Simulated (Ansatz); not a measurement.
Runs of Ansatz 0.2.0 on TlPt. It takes space group P6/mmm (No. 191, hexagonal). The conventional cell has a = 5.605 Å, b = 5.605 Å, c = 4.639 Å, α = 90.00°, β = 90.00°, γ = 120.00°. Tl (site symmetry mmm) is surrounded by 4 Tl at 2.80 Å and 6 Pt at 2.80 to 2.83 Å. Around Pt (site symmetry -6m2) lie 6 Tl at 2.83 Å and 3 Pt at 3.24 Å. Pt (site symmetry 6/mmm) has 6 Tl at 2.80 Å as nearest neighbours. 

| potentials or basis | cutoff (eV) | gap on the mesh (eV) | pressure (GPa) | relaxed volume (Å³/atom) |
| --- | --- | --- | --- | --- |
| JTH PAW | 1800 | none | 0.0 | 25.32 |
| PseudoDojo standard (PBE files) | 1143 | none | 0.0 | (b) |
| Ansatz PAW earlier set | 900 | none | 0.0 | 25.35 |
| Ansatz PAW | 420 | none | 0.0 | 25.33 |
| Ansatz PAW earlier set | 570 | none | 0.0 | 25.34 |
| SPMS NC | 571 | none | 0.0 | (a) |

Alike in all rows: task relaxation of cell and atoms; level PBE; no spin polarisation; cell relaxed; k mesh 6 × 6 × 6; smearing fermi-dirac 0.05 eV.

Estimate the missing entries.

(a) 25.41; (b) 25.23.

Caveats: the volume moved by over 15 % at a fixed basis, so the end points are rough; the plane-wave basis is chosen anew once the cell has moved, so the energies of steps on either side of that aren't comparable.

A k mesh can miss the band edges, and the runs leave out spin-orbit coupling on Pt, Tl.

A gap of «none» marks a metal or a gap under the smearing width.

The runs don't all hold the same shells in valence.
